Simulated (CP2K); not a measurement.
# AlH2ClO2 (SMILES [OH][Al]([OH])[Cl]): a first try and a second

Aim: energy and forces of AlH2ClO2 at MNDO.

Program for the calculation: CP2K 2026.2.

3 further runs of the same task are left out: 1 that didn't finish, 2 set aside as unsound or not needed.

### 1 The structure to begin with

The species is AlH2ClO2 (6 atoms), meant as a singlet with charge 0. SMILES: `[OH][Al]([OH])[Cl]`. The shape comes from GFN2-xTB, which is rough for such elements, and wasn't checked as a minimum. This is one conformer, not always the lowest.

Bond lengths: O1–Al2 1.650 Å, Al2–O3 1.647 Å, Al2–Cl4 2.028 Å, O1–H5 0.946 Å, O3–H6 0.946 Å. Angles: O1–Al2–O3 120.9°, O1–Al2–Cl4 122.8°, O3–Al2–Cl4 116.3°, Al2–O1–H5 151.7°, Al2–O3–H6 150.7°.

### 2 The input as first written

Input file calc.inp:

```
&GLOBAL
    PROJECT calc
    RUN_TYPE ENERGY_FORCE
    PRINT_LEVEL MEDIUM
&END GLOBAL

&FORCE_EVAL
    METHOD QS
    &DFT
        &QS
            METHOD MNDO
            EPS_DEFAULT 1.0E-10
            &SE
                &COULOMB
                    CUTOFF [angstrom] 50
                    RC_RANGE [angstrom] 0
                &END COULOMB
                &EXCHANGE
                    CUTOFF [angstrom] 50
                    RC_RANGE [angstrom] 0
                &END EXCHANGE
            &END SE
        &END QS
        &POISSON
            PERIODIC NONE
            POISSON_SOLVER ANALYTIC
        &END POISSON
        &SCF
            SCF_GUESS ATOMIC
            EPS_SCF 1.0E-06
            MAX_SCF 86
            ADDED_MOS 4
            &DIAGONALIZATION
                ALGORITHM STANDARD
            &END DIAGONALIZATION
            &MIXING
                METHOD DIRECT_P_MIXING
                ALPHA 0.4
            &END MIXING
        &END SCF
        &PRINT
            &MOMENTS
                PERIODIC F
                REFERENCE COM
                MAX_MOMENT 1
            &END MOMENTS
            &MO ON
                ENERGIES T
                OCCUPATION_NUMBERS T
                NDIGITS 6
                &EACH
                    QS_SCF 0
                &END EACH
                ADD_LAST NUMERIC
            &END MO
            &HIRSHFELD OFF
            &END HIRSHFELD
        &END PRINT
    &END DFT
    &SUBSYS
        &CELL
            ABC 14.8 17.1 16.1
            PERIODIC NONE
        &END CELL
        &COORD
            O     -0.534112     2.319639    -1.378177
            Al    -0.289449    -0.556808    -0.198686
            O      1.521248    -1.121685     2.268371
            Cl    -2.159050    -3.566159    -1.661013
            H     -1.190887     3.484164    -2.563791
            H      2.652250    -0.559151     3.533315
        &END COORD
        &TOPOLOGY
            &CENTER_COORDINATES
            &END CENTER_COORDINATES
        &END TOPOLOGY
    &END SUBSYS
    &PRINT
        &FORCES ON
        &END FORCES
    &END PRINT
&END FORCE_EVAL
```

On the command line:

```console
$ OMP_NUM_THREADS=1 cp2k.psmp -i calc.inp > calc.out 2>&1
```

The log of the run:

```text
CP2K| version string:                                       CP2K version 2026.2
[...]
 GLOBAL| Method name                                                        CP2K
[...]
 GLOBAL| Run type                                                   ENERGY_FORCE
[...]
                             - Atoms:                                          6
[...]
                             - Spherical basis functions:                     18
[...]
 Number of electrons:                                                         24
[...]
     1 P_Mix/Diag. 0.40E+00    0.0     0.85769952       -36.3563420890 -3.64E+01
[...]
    80 DIIS/Diag.  0.63E-06    0.0     0.00000094       -38.6640784348 -4.19E-12
  *** SCF run converged in    80 steps ***
  Core-core repulsion energy [eV]:                            676.60753387769182
  Core Hamiltonian energy [eV]:                             -1796.54250849230402
  Two-electron integral energy [eV]:                          135.66378973270457
  Electronic energy [eV]:                                   -1728.71061362595196
  Total energy [eV]:                                        -1052.10307974825992
  Atomic reference energy [eV]:                              1071.53959837485763
  Heat of formation [kcal/mol]:                               448.21680298638478
[...]
 SE_DIPOLE| Moment [Debye]         -5.48217309      -9.99640171      -3.93367297
 SE_DIPOLE| Derivative [a.u.]       0.00000000       0.00000000       0.00000000
 ENERGY| Total FORCE_EVAL ( QS ) energy [hartree]            -38.664078434764193
 FORCES| Atomic forces [hartree/bohr]
 FORCES|   Atom     x               y               z               |f|
 FORCES|      1 -3.69987716E-02  6.04750999E-02 -6.52429028E-02   9.63472012E-02
 FORCES|      2 -8.19108710E-04 -1.01470683E-03 -7.35587183E-04   1.49721659E-03
 FORCES|      3  6.04626666E-02  3.50720745E-02  6.61148548E-02   9.62130890E-02
 FORCES|      4  8.65834894E-03  1.42695303E-02  6.67167544E-03   1.79749202E-02
 FORCES|      5  4.00027321E-02 -7.62955659E-02  7.38347246E-02   1.13458356E-01
 FORCES|      6 -7.13058673E-02 -3.25064321E-02 -8.06427649E-02   1.12447545E-01
 FORCES| Sum     1.11022302E-16 -2.63677968E-16  4.16333634E-17
 FORCES| Total atomic force                                       2.89111327E-16
[...]
```

It took 1.3 s on 1 thread of Intel Xeon Platinum 8488C (Sapphire Rapids), shared host; peak memory 0.19 GiB.

### 3 What went wrong

The program ended normally, but the settings are unsound, so its numbers aren't properties of the molecule.

The cause is that numbers in bohr are read as ångström, which stretches the molecule by 1.89. As the program read them, the closest atoms are 1.79 Å apart, against 0.95 Å in the sound input.

### 4 The mended input

Input file molecule.inp:

```
&FORCE_EVAL
   METHOD QUICKSTEP
   &DFT
      &QS
         METHOD MNDO
         EPS_DEFAULT 1.0E-10
         &SE
            &COULOMB
               CUTOFF [angstrom] 50
               RC_RANGE [angstrom] 0
            &END
            &EXCHANGE
               CUTOFF [angstrom] 50
               RC_RANGE [angstrom] 0
            &END
         &END
      &END
      ! isolated system
      &POISSON
         PERIODIC NONE
         POISSON_SOLVER ANALYTIC
      &END
      ! self-consistent field
      &SCF
         SCF_GUESS ATOMIC
         EPS_SCF 1.0E-06
         MAX_SCF 150
         ADDED_MOS 4
         &DIAGONALIZATION
            ALGORITHM STANDARD
         &END
         &MIXING
            METHOD DIRECT_P_MIXING
            ALPHA 0.4
         &END
      &END
      ! extra output
      &PRINT
         &MOMENTS
            PERIODIC F
            REFERENCE COM
            MAX_MOMENT 1
         &END
         &MO ON
            ENERGIES T
            OCCUPATION_NUMBERS T
            NDIGITS 6
            &EACH
               QS_SCF 0
            &END
            ADD_LAST NUMERIC
         &END
         &HIRSHFELD OFF
         &END
      &END
   &END
   ! structure
   &SUBSYS
      ! box in angstrom
      &CELL
         ABC 12.5 13.7 13.2
         PERIODIC NONE
      &END
      &COORD
         UNIT bohr
         O     -0.5341122     2.3196388    -1.3781773
         Al    -0.2894494    -0.5568078    -0.1986858
         O      1.5212484    -1.1216847     2.2683705
         Cl    -2.1590499    -3.5661589    -1.6610126
         H     -1.1908865     3.4841636    -2.5637914
         H      2.6522495    -0.5591511     3.5333154
      &END
      &TOPOLOGY
         &CENTER_COORDINATES
         &END
      &END
   &END
   ! extra output
   &PRINT
      &FORCES ON
      &END
   &END
&END

&GLOBAL
   PROJECT molecule
   RUN_TYPE ENERGY_FORCE
   PRINT_LEVEL MEDIUM
&END
```

On the command line:

```console
$ OMP_NUM_THREADS=1 cp2k.psmp -i molecule.inp -o molecule.out
```

The log of the run:

```text
CP2K| version string:                                       CP2K version 2026.2
[...]
 GLOBAL| Method name                                                        CP2K
[...]
 GLOBAL| Run type                                                   ENERGY_FORCE
[...]
                             - Atoms:                                          6
[...]
                             - Spherical basis functions:                     18
[...]
 Number of electrons:                                                         24
[...]
     1 P_Mix/Diag. 0.40E+00    0.0     0.54818027       -35.2365136907 -3.52E+01
[...]
    16 DIIS/Diag.  0.22E-06    0.0     0.00000027       -39.6913627702 -5.36E-12
  *** SCF run converged in    16 steps ***
  Core-core repulsion energy [eV]:                           1188.38970950265525
  Core Hamiltonian energy [eV]:                             -1850.38452017881013
  Two-electron integral energy [eV]:                         -836.12419490670459
  Electronic energy [eV]:                                   -2268.44661763216254
  Total energy [eV]:                                        -1080.05690812950729
  Atomic reference energy [eV]:                              1071.53959837485763
  Heat of formation [kcal/mol]:                              -196.41384455803245
[...]
 SE_DIPOLE| Moment [Debye]         -0.93927976      -2.68881232      -0.37931735
 SE_DIPOLE| Derivative [a.u.]       0.00000000       0.00000000       0.00000000
 ENERGY| Total FORCE_EVAL ( QS ) energy [hartree]            -39.691362770191837
 FORCES| Atomic forces [hartree/bohr]
 FORCES|   Atom     x               y               z               |f|
 FORCES|      1  4.27334965E-04  8.98491436E-03 -2.17653710E-03   9.25465369E-03
 FORCES|      2  1.95136582E-02  3.34211963E-02  1.46434700E-02   4.13786228E-02
 FORCES|      3  6.16981436E-03  2.26219256E-03  7.14838421E-03   9.70997020E-03
 FORCES|      4 -1.30159162E-02 -1.88055051E-02 -1.08269322E-02   2.53038250E-02
 FORCES|      5  5.47233987E-03 -2.55245712E-02  1.46625416E-02   2.99406140E-02
 FORCES|      6 -1.85672312E-02 -3.38226790E-04 -2.34509265E-02   2.99132483E-02
 FORCES| Sum    -4.16333634E-17  7.91033905E-16  1.38777878E-17
 FORCES| Total atomic force                                       7.92250320E-16
[...]
```

Wall time 1.1 s (1 thread of Intel Xeon Platinum 8488C (Sapphire Rapids), shared host); peak memory 0.19 GiB.

### 5 Summary of results

At MNDO:

| quantity | value |
| --- | --- |
| total energy | -39.69136 Eh |
| dipole moment | 2.87 D |
| HOMO energy | -11.56 eV |
| LUMO energy | 0.18 eV |
| HOMO–LUMO gap | 11.75 eV |
| heat of formation at this unrelaxed shape | -196.4 kcal/mol |
| largest force on an atom | 2.128 eV/Å |

The first attempt's energy was +27.954 eV off this one. The largest force is 2.13 eV/Å: the shape isn't a stationary point for this species at this level.
